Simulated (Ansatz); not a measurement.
# Ta3BeAl: the cost of one run

Computed with Ansatz 0.2.0 (DFT PBE, scalar-relativistic, plane waves, PAW, unless a step's input says otherwise).

### 1 The system as given

It takes space group Pm-3m (No. 221, cubic). The conventional cell has a = 4.099 Å, b = 4.099 Å, c = 4.099 Å, α = 90.00°, β = 90.00°, γ = 90.00°. Ta (site symmetry 4/mmm) is surrounded by 2 Al at 2.05 Å. Be (site symmetry m-3m) has 12 Ta at 2.90 Å in its first shell of neighbours. Around Al (site symmetry m-3m) lie 6 Ta at 2.05 Å.

Structure file:

```cif
data_structure
_symmetry_space_group_name_H-M 'P 1'
_symmetry_Int_Tables_number 1
_cell_length_a 4.0990
_cell_length_b 4.0990
_cell_length_c 4.0990
_cell_angle_alpha 90.000
_cell_angle_beta 90.000
_cell_angle_gamma 90.000
_cell_volume 68.87
loop_
_atom_site_label
_atom_site_type_symbol
_atom_site_fract_x
_atom_site_fract_y
_atom_site_fract_z
_atom_site_occupancy
Ta1 Ta 0.00000 0.50000 0.50000 1
Ta2 Ta 0.50000 0.00000 0.50000 1
Ta3 Ta 0.50000 0.50000 0.00000 1
Be1 Be 0.00000 0.00000 0.00000 1
Al1 Al 0.50000 0.50000 0.50000 1
```

(A quick probe on a coarse mesh, which set the mesh and smearing, is not shown.)

### 3 A loose first relaxation

input.yaml reads:

```yaml
crystal:
  lattice:
    - [4.0989548929, 0.0, 0.0]
    - [0.0, 4.0989548929, 0.0]
    - [0.0, 0.0, 4.0989548929]
  atoms:
    - { symbol: Ta, position: [0.0, 0.5, 0.5] }
    - { symbol: Ta, position: [0.5, 0.0, 0.5] }
    - { symbol: Ta, position: [0.5, 0.5, 0.0] }
    - { symbol: Be, position: [0.0, 0.0, 0.0] }
    - { symbol: Al, position: [0.5, 0.5, 0.5] }
basis:
  ecutwfc: 420
kpoints:
  mp_grid: { grid: [4, 4, 4] }
hamiltonian:
  xc: pbe
scf:
  occupations: { method: gaussian, width: 0.1 }
  lower_state_search: "off"
output:
  forces: true
  stress: true
  eigenvalues: true
relax:
  adjacent_minimum: "off"
  f_tol: 0.04
  max_steps: 70
  cell: { stress_tol: 0.4 }
```

On the command line:

```
$ ansatz run input.yaml --threads 1 --pin off --max-ram 2560MiB --backend cpu --events-out ev --progress --plain --runs-dir out
```

**Question.** How long does this run take on 1 thread of Arm Neoverse V1, shared host, and how much memory does it need?

About 11 s, with a peak of 0.35 GiB.
